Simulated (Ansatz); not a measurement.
**CHClNOSn radical: one species, many methods**

How much do the methods differ for CHClNOSn radical? The plan is to run it at one geometry with functionals of several rungs and with coupled cluster, and see how far each lands from CCSD(T) at the basis-set limit for the atomisation energy.

Method: functionals in def2-TZVPP, the program's frozen cores in correlated methods; program: Ansatz 0.2.0, Gaussian basis.

Levels to be run: LDA (SPW92), PBE-D4, revPBE-D4, BLYP-D4, r2SCAN-D4, B97M-V, PBE0-D4, B3LYP-D4, r2SCANh-D4, r2SCAN0-D4, HSE06-D4, BHLYP-D4, CAM-B3LYP-D4, LC-ωPBE, ωB97X-V, ωB97M-V, B2PLYP, PBE-QIDH; CCSD(T)/def2-SVP; CCSD(T)/def2-TZVPP; MP2/def2-QZVPP; extrapolation to the limit; RPA on PBE.

## 1. The relaxed structure

An earlier PBE0-D4 in a triple-zeta def2 set relaxation fixed the geometry. Sn takes the def2 core potential; no spin-orbit term is included.

SMILES `O=C=[N][SnH][Cl]`, 6 atoms, charge 0, spin multiplicity 2.

Atoms are counted from 1 here; the program's logs count them from 0.

Bond lengths: O1–C2 1.165 Å, C2–N3 1.206 Å, N3–Sn4 2.026 Å, Sn4–Cl5 2.339 Å, Sn4–H6 1.730 Å. Angles: O1–C2–N3 176.5°, C2–N3–Sn4 136.5°, N3–Sn4–Cl5 104.8°, N3–Sn4–H6 103.8°, Cl5–Sn4–H6 107.7°.

## 2. LDA

This LDA is Slater exchange with PW92 correlation.

in.yaml reads:

```yaml
crystal:
  periodic: [false, false, false]
  atoms:
    - {symbol: O, position_ang: [1.189676, -2.268255, -1.255535]}
    - {symbol: C, position_ang: [0.629001, -1.544805, -0.535043]}
    - {symbol: N, position_ang: [0.009599, -0.852890, 0.234496]}
    - {symbol: Sn, position_ang: [0.023594, 1.091926, 0.800844]}
    - {symbol: Cl, position_ang: [-0.469906, 2.285466, -1.148784]}
    - {symbol: H, position_ang: [-1.339963, 1.224558, 1.857821]}
basis:
  gaussian: {orbitals: def2-TZVPP}
magnetization: {spin_polarized: true, initial_magnetization: 1}
hamiltonian: {xc: lda}
output: {orbitals: {seedname: orbitals}}
```

The run is started by

```console
$ ansatz run in.yaml --threads 4 --pin off --events-out ev --progress --plain --max-ram 10444MiB
```

After this run come: PBE-D4 (GGA); revPBE-D4 (GGA); BLYP-D4 (GGA); r2SCAN-D4 (meta-GGA); B97M-V (meta-GGA); PBE0-D4 (hybrid); B3LYP-D4 (hybrid); r2SCANh-D4 (hybrid); r2SCAN0-D4 (hybrid); HSE06-D4 (hybrid); BHLYP-D4 (hybrid); CAM-B3LYP-D4 (range-separated); LC-ωPBE (range-separated); ωB97X-V (range-separated); ωB97M-V (range-separated); B2PLYP (double hybrid); PBE-QIDH (double hybrid); CCSD(T) in def2-SVP; CCSD(T) in def2-TZVPP; MP2 in def2-QZVPP; RPA on PBE orbitals.

Q: Predict the results of all the runs planned. Wanted: atomisation energy, CCSD(T)/CBS; farthest beyond LDA; mean size of error, GGA; mean size of error, meta-GGA; mean size of error, hybrid; mean size of error, range-separated; mean size of error, double hybrid; gap, smallest and largest; T1 diagnostic.

As calculated:

| quantity | value |
| --- | --- |
| atomisation energy, CCSD(T)/CBS | 23.038 eV |
| functionals within 0.230 eV (1.0 %) | B3LYP-D4, r2SCANh-D4, CAM-B3LYP-D4, LC-ωPBE, ωB97M-V, B2PLYP, PBE-QIDH |
| farthest beyond LDA | PBE-D4 (+1.541 eV) |
| mean size of error, GGA | 0.956 eV |
| mean size of error, meta-GGA | 0.510 eV |
| mean size of error, hybrid | 0.461 eV |
| mean size of error, range-separated | 0.163 eV |
| mean size of error, double hybrid | 0.157 eV |
| gap, smallest and largest | 0.67 eV (LDA (SPW92)), 7.56 eV (LC-ωPBE) |
| T1 diagnostic | 0.0174 |
| triples share of the correlation energy | 4.3 % |

In words: The LDA atomisation energy is off by 4.993 eV (22 %): it overbinds. PBE-D4 is off by +1.541 eV. Double hybrids carry the basis error of their MP2 part in triple zeta, and no dispersion term here, so their miss is partly the set-up's. The rungs double hybrid, range-separated miss on average by less than the doubt on the reference (0.230 eV), so they tie; GGA functionals have the largest mean beyond LDA (0.956 eV). The reference freezes the cores and leaves out spin-orbit coupling and excitations past (T), and its outer-core shells are covered unevenly, so misses under about 0.230 eV can't be ranked. All levels share the lack of spin-orbit coupling, which lowers the free heavy atoms and so the true binding. Hartree-Fock recovers 62 % of the binding; the rest is correlation. CCSD(T) in def2-SVP is off by -1.924 eV, worse than the median functional, from the basis alone. Orbital gaps span 0.7 to 7.6 eV; exact exchange widens them. Correlated methods include outer-core shells of Sn, which these sets cover unevenly.
